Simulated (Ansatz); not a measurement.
This script drives Ansatz 0.2.0 through its Python package.

The script, `run_energy.py`:
```python
"""Single point of CH4BCl2OSi in a Gaussian basis."""

from pathlib import Path

import ansatz as az
from ase import Atoms

atoms = Atoms(["O", "C", "Si", "B", "Cl", "Cl", "H", "H", "H", "H"], positions=[
    [-1.775, -0.2161, -1.1815],
    [-1.4404, 0.3303, 0.0565],
    [0.1681, -0.408, 0.6521],
    [1.5882, 0.0236, -0.5971],
    [2.5018, -1.3269, -1.455],
    [2.0, 1.7847, -0.949],
    [-2.2424, 0.1042, 0.7887],
    [-1.3292, 1.4298, -0.0418],
    [0.0292, -1.8682, 0.7542],
    [0.4995, 0.1466, 1.9727],
])
mol = az.Crystal.molecule_from_ase(atoms)

model = (
    mol.calculation()
    .basis(gaussian="def2-SVP")
    .functional(az.LibraryFunctional("B2GP-PLYP"))
    .spin("collinear", total=1)
    .orbitals()
)
res = model.run(threads=1, runs_dir="ch4bcl2osi_runs")
data = res.report

print("reference energy %16.6f eV" % data["reference_energy_ev"])
print("total energy     %16.6f eV" % data["free_energy_ev"])
print("occupied orbitals outside the frozen core (up, down):", data["n_occupied"], " frozen:", data["n_frozen"], " virtual:", data["n_virtual"])

state = data["mean_field"]["state"]
print(f"mean field: {state['energy']['hartree']:.7f} Ha, <S^2> = {abs(state['spin_squared']):.4f}, stability: {state.get('stability', {}).get('kind')}")

lines = Path(data["orbitals_path"]).read_text().splitlines()
field_of = lambda key: [line.split("=")[1].strip() for line in lines if line.startswith(key)]
orbitals = [(27.211386 * float(e), s, float(n)) for e, s, n in zip(field_of("Ene="), field_of("Spin="), field_of("Occup="))]
homo = max(e for e, _, n in orbitals if n > 0.5)
lumo = min(e for e, _, n in orbitals if n < 0.5)
print(f"HOMO {homo:.3f} eV, LUMO {lumo:.3f} eV, gap {lumo - homo:.3f} eV")
```

It is started by `python run_energy.py`. Estimate its wall time and peak memory on 1 thread of Arm Neoverse V1 (shared host).

It took about 39 s, with a peak of 0.5 GiB, for 1 run of the engine.

```console
$ python run_energy.py
reference energy    -36706.264825 eV
total energy        -36714.527122 eV
occupied orbitals outside the frozen core (up, down): [18, 17]  frozen: 18  virtual: [80, 81]
mean field: -1348.9303519 Ha, <S^2> = 0.7562, stability: minimum
HOMO -10.206 eV, LUMO -0.636 eV, gap 9.570 eV
```

Caveats:
- Total energies depend on the basis set; only differences at equal settings carry meaning.
- The geometry is a force-field or estimated start, not a minimum of this method, and the basis set is short of its limit.
- The run takes the species as open-shell (spin multiplicity 2), which needn't be its ground state.
- Levels such as HOMO and LUMO are orbital energies: with these approximate functionals they aren't the ionisation energy and electron affinity, and their gap isn't the fundamental gap.
- For a double hybrid the total adds scaled second-order correlation to the self-consistent reference.
